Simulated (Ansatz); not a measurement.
# CH7BClN: the cost of one run

Program: Ansatz 0.2.0. Level of theory: RKS PBE-D4/6-31G*. These are calculated values, not measurements.

## (1) The system as given

Bond lengths: B1–H3 1.190 Å, B1–Cl4 1.860 Å, B1–N5 1.850 Å, N5–H6 1.060 Å, N5–C7 1.470 Å, C7–H8 1.110 Å, C7–H9 1.110 Å, C7–H10 1.110 Å. Angles: H3–B1–Cl4 120.0°, H3–B1–N5 105.6°, Cl4–B1–N5 92.7°, B1–N5–H6 120.0°, B1–N5–C7 120.0°, H6–N5–C7 120.0°, N5–C7–H8 109.5°, N5–C7–H9 109.5°, N5–C7–H10 109.5°, H8–C7–H9 109.4°, H8–C7–H10 109.4°, H9–C7–H10 109.4°.

Structure file:

```xyz
11

B     0.0000    0.0000    0.0000
H     0.0000    0.0000    1.5400
H     1.0305    0.0000   -0.5950
Cl   -1.6108    0.0000   -0.9300
N    -0.2369   -1.7396    0.5833
H    -0.6522   -2.4652   -0.0683
C     0.1506   -2.1155    1.9506
H     0.1831   -3.2218    2.0356
H     1.1532   -1.6978    2.1796
H    -0.5913   -1.7113    2.6704
H    -0.1212   -0.8896    1.5631
```

## (2) A restrained relaxation towards end A

Springs on the bonds that form and break draw the guess towards this end; the thresholds are loose.

input.yaml

```yaml
crystal:
  periodic: [false, false, false]
  atoms:
    - { symbol: B, position_ang: [0.0, 0.0, 0.0] }
    - { symbol: H, position_ang: [0.0, 0.0, 1.54] }
    - { symbol: H, position_ang: [1.0305, 0.0, -0.595] }
    - { symbol: Cl, position_ang: [-1.6108, 0.0, -0.93] }
    - { symbol: "N", position_ang: [-0.2369, -1.7396, 0.5833] }
    - { symbol: H, position_ang: [-0.6522, -2.4652, -0.0683] }
    - { symbol: C, position_ang: [0.1506, -2.1155, 1.9506] }
    - { symbol: H, position_ang: [0.1831, -3.2218, 2.0356] }
    - { symbol: H, position_ang: [1.1532, -1.6978, 2.1796] }
    - { symbol: H, position_ang: [-0.5913, -1.7113, 2.6704] }
    - { symbol: H, position_ang: [-0.1212, -0.8896, 1.5631] }
basis:
  gaussian: { orbitals: "6-31G*" }
hamiltonian:
  xc: pbe
  dispersion: d4
relax:
  f_tol: 0.15
  max_steps: 25
  restrain:
    - { distance: [0, 4], at: 2.75, k: 30.0 }
    - { distance: [10, 1], at: 1.86, k: 30.0 }
    - { distance: [0, 1], at: 1.19, k: 30.0 }
    - { distance: [10, 4], at: 1.06, k: 30.0 }
output:
  orbitals: {}
```

On the command line:

```bash
$ ansatz run input.yaml --threads 1 --pin off --max-ram 2048MiB --backend cpu --events-out ev --progress --plain --runs-dir out
```

What time and memory should one allow on 1 thread of Arm Neoverse V1, shared host?

About 59 s, with a peak of 0.14 GiB.
